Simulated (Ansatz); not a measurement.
# Cs2Zr2Ru: the cost of one run

Computed with Ansatz 0.2.0 (DFT PBE, scalar-relativistic, plane waves, PAW, unless a step names another level, unless a step's input says otherwise).

4 further runs of the same task are left out: 1 that didn't finish, 3 set aside as unsound or not needed.

## 1. The system as given

It takes space group P-3m1 (No. 164, trigonal). The conventional cell has a = 4.224 Å, b = 4.224 Å, c = 13.590 Å, α = 90.00°, β = 90.00°, γ = 120.00°. Cs (site symmetry 3m) has 3 Zr at 4.13 Å and 6 Cs at 4.22 Å as nearest neighbours. Around Zr (site symmetry 3m) lie 3 Ru at 2.66 Å. Around Ru (site symmetry -3m) lie 6 Zr at 2.66 Å.

Structure file:

```cif
data_structure
_symmetry_space_group_name_H-M 'P-3m1'
_symmetry_Int_Tables_number 164
_cell_length_a 4.2242
_cell_length_b 4.2242
_cell_length_c 13.5901
_cell_angle_alpha 90.000
_cell_angle_beta 90.000
_cell_angle_gamma 120.000
_cell_volume 210.01
loop_
_atom_site_label
_atom_site_type_symbol
_atom_site_symmetry_multiplicity
_atom_site_Wyckoff_symbol
_atom_site_fract_x
_atom_site_fract_y
_atom_site_fract_z
_atom_site_occupancy
Cs1 Cs 2 d 0.33333 0.66667 0.67703 1
Zr1 Zr 2 d 0.33333 0.66667 0.07736 1
Ru1 Ru 1 a 0.00000 0.00000 0.00000 1
```

It came out lowest among 26 distinct ends of the trial cells. At a tolerance of 0.05 Å it has space group P-3m1 (No. 164).

## 2. A stricter relaxation, on the response runs' mesh and smearing

Input file input.yaml:

```yaml
crystal:
  lattice:
    - [4.2241756323, 0.0, 0.0]
    - [-2.1120878162, 3.6582434076, 0.0]
    - [0.0, 0.0, 13.5900722117]
  atoms:
    - { symbol: Cs, position: [0.3333333333, 0.6666666667, 0.6770335995] }
    - { symbol: Cs, position: [0.6666666667, 0.3333333333, 0.3229664005] }
    - { symbol: Zr, position: [0.3333333333, 0.6666666667, 0.0773637167] }
    - { symbol: Zr, position: [0.6666666667, 0.3333333333, 0.9226362833] }
    - { symbol: Ru, position: [0.0, 0.0, 0.0] }
basis:
  ecutwfc: 420
kpoints:
  mp_grid: { grid: [12, 12, 4] }
hamiltonian:
  xc: pbe
scf:
  occupations: { method: gaussian, width: 0.1 }
output:
  forces: true
  stress: true
  eigenvalues: true
relax:
  adjacent_minimum: "off"
  f_tol: 0.001
  max_steps: 60
  cell: { stress_tol: 0.01 }
```

Command:

```console
> ansatz run input.yaml --threads 3 --pin off --max-ram 7680MiB --backend cpu --events-out ev --progress --plain --runs-dir out
```

Q: Estimate wall time and peak memory on 3 threads of Arm Neoverse V2, shared host.

About 81 s, with a peak of 0.79 GiB.
